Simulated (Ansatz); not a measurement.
**W3O2: one candidate structure**

Aim: relax W3O2 from this start, anti-tetradymite type (R-3m, No. 166), and see where it ends.

Method: DFT PBE, scalar-relativistic, plane waves, PAW, in Ansatz 0.2.0.

1 further run of the same task is left out (set aside as unsound or not needed).

## 1. Starting point

The structure is trigonal, space group R-3m (No. 166). The conventional cell has a = 3.172 Å, b = 3.172 Å, c = 22.053 Å, α = 90.00°, β = 90.00°, γ = 120.00°. Around W (site symmetry -3m) lie 6 O at 2.35 Å. W (site symmetry 3m) has 3 O at 2.22 Å as nearest neighbours. O (site symmetry 3m) is surrounded by 6 W at 2.22 to 2.35 Å.

Structure file:

```
CELL_PARAMETERS angstrom
1.58577 0.91554 7.35084
-1.58577 0.91554 7.35084
0.00000 -1.83109 7.35084
ATOMIC_POSITIONS crystal
W 0.00000 0.00000 0.00000
W 0.20950 0.20950 0.20950
W 0.79050 0.79050 0.79050
O 0.40000 0.40000 0.40000
O 0.60000 0.60000 0.60000
```

(A quick probe on a coarse mesh, which set the mesh and smearing, is not shown.)

## 3. Rough relaxation on the coarse mesh

Input file input.yaml:

```yaml
crystal:
  lattice:
    - [1.5857678247, 0.9155434805, 7.3508382572]
    - [-1.5857678247, 0.9155434805, 7.3508382572]
    - [0.0, -1.8310869609, 7.3508382572]
  atoms:
    - { symbol: W, position: [0.0, 0.0, 0.0] }
    - { symbol: W, position: [0.2095, 0.2095, 0.2095] }
    - { symbol: W, position: [0.7905, 0.7905, 0.7905] }
    - { symbol: O, position: [0.4, 0.4, 0.4] }
    - { symbol: O, position: [0.6, 0.6, 0.6] }
basis:
  ecutwfc: 420
kpoints:
  mp_grid: { grid: [6, 6, 6] }
hamiltonian:
  xc: pbe
scf:
  occupations: { method: gaussian, width: 0.1 }
  lower_state_search: "off"
output:
  forces: true
  stress: true
  eigenvalues: true
relax:
  adjacent_minimum: "off"
  f_tol: 0.04
  max_steps: 70
  cell: { stress_tol: 0.4 }
```

Launch:

```bash
ansatz run input.yaml --threads 1 --pin off --max-ram 2560MiB --backend cpu --events-out ev --progress --plain --runs-dir out
```

The session goes on with these runs: the relaxation; second relaxation, mesh chosen anew.

Before running it: what results should come out?

As calculated:

Formation energies count from the elements, computed with the same settings in runs not shown here.

| quantity | value |
| --- | --- |
| cell (conventional) | a = 2.763 Å, b = 2.763 Å, c = 29.141 Å, α = 90.00°, β = 90.00°, γ = 120.00° |
| space group | R-3m (No. 166) |
| volume | 12.85 Å³/atom |
| gap on the mesh | none (metal) |
| formation energy from the elements | -0.355 eV/atom |

The space group stayed R-3m, and from the first guess the volume went from 12.81 to 12.85 Å³/atom. With -0.36 eV/atom it lies under the elements, which doesn't yet make it stable against other compounds of them. The runs treat W without spin-orbit coupling. The final runs have no spin polarisation, so no magnetic state was tried and one may lie lower.
